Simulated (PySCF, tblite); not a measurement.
**C7H13P: geometry, infrared bands and NMR shifts**

Aim: predict the infrared bands and NMR shifts of C7H13P (`C1CC2CCCP2C1`).

Programs: tblite 0.8.0 and PySCF 2.14.0, with density-fitted response routines of our own. Each step states its level of theory. These are calculated values for one molecule in the gas phase, unless marked as measured. Atoms count from 0, in the outputs and in this text.

**1. The starting structure**

21 atoms, charge 0, multiplicity 1; geometry from: force field or distance geometry start.

Bonds of the start (Å): C0–C1 1.45, C1–C2 1.46, C2–C3 1.48, C3–C4 1.44, C4–C5 1.48, C5–P6 1.87, P6–C7 1.86, C7–C0 1.48, P6–C2 1.88, C0–H8 1.12, C0–H9 1.11, C1–H10 1.13, C1–H11 1.12, C2–H12 1.09, C3–H13 1.13, C3–H14 1.12, C4–H15 1.12, C4–H16 1.12, C5–H17 1.10, C5–H18 1.11, C7–H19 1.11, C7–H20 1.10.

**2. Geometry optimisation with GFN2-xTB**

The job: settings as JSON, then the geometry in Å.

```
{"job": {"kind": "relax", "xc": "GFN2-xTB", "basis": "xTB"}, "charge": 0, "multiplicity": 1}
C      2.053600     0.263400     0.321300
C      1.341100    -0.990000     0.206800
C      0.069700    -0.965800    -0.503000
C     -1.055000    -1.135400     0.442100
C     -2.079600    -0.121000     0.408000
C     -1.702800     1.134000    -0.278900
P     -0.112000     0.772000    -1.193000
C      1.382300     1.430600    -0.296600
H      2.209500     0.512600     1.404500
H      3.075200     0.210900    -0.100400
H      1.147100    -1.406600     1.238900
H      2.001400    -1.761200    -0.268600
H      0.031300    -1.716500    -1.292600
H     -1.481500    -2.160800     0.259200
H     -0.619000    -1.208300     1.476100
H     -3.027100    -0.489300    -0.057600
H     -2.382000     0.153700     1.448500
H     -2.490700     1.419600    -0.996100
H     -1.521100     1.970400     0.434300
H      2.074300     1.956900    -0.982200
H      1.076400     2.147600     0.483600
```

Started as:

```
OMP_NUM_THREADS=1 python probes_run.py task.json out
```

The driver reads the jobs from task.json and runs them one after another.

**Question.** This job is followed by: GFN2-xTB harmonic vibrations, gas phase; GIAO PBE0/pcSseg-1 NMR shielding, non-relativistic, gas phase. What will the session give for the following? strongest single infrared mode (GFN2-xTB); zero-point energy (GFN2-xTB); 13C shifts against TMS (PBE0/pcSseg-1, means over atoms taken as alike); 1H shifts against TMS (PBE0/pcSseg-1, means over atoms taken as alike); 31P shifts against H3PO4 (PBE0/pcSseg-1); surface potential, 1st and 99th percentile.

The runs gave:

```
                                                               quantity                                         value
                              strongest single infrared mode (GFN2-xTB)                         2981 cm⁻¹, 123 km/mol
                                           zero-point energy (GFN2-xTB)                                116.2 kcal/mol
13C shifts against TMS (PBE0/pcSseg-1, means over atoms taken as alike)                    45.1, 38.6, 32.5, 29.6 ppm
 1H shifts against TMS (PBE0/pcSseg-1, means over atoms taken as alike)  2.69, 1.84, 1.77, 1.73, 1.62, 1.34, 1.31 ppm
                               31P shifts against H3PO4 (PBE0/pcSseg-1)                                     -22.8 ppm
                                  surface potential, 1st and 99th percentile                            -1.29 V and 0.64 V
```

What this shows: Relaxing lowered the energy by 1.498 eV in 103 steps; the close pair that moved most is C3–C4, from 1.442 to 1.524 Å. No mode is imaginary among the 57: a minimum at this level. Unscaled tight-binding wavenumbers are off by several per cent, some by more. Its intensities can rank the bands wrongly. At PBE0/pcSseg-1: Shielding is most anisotropic at P6 (span 165 ppm, paramagnetic term -624 ppm).
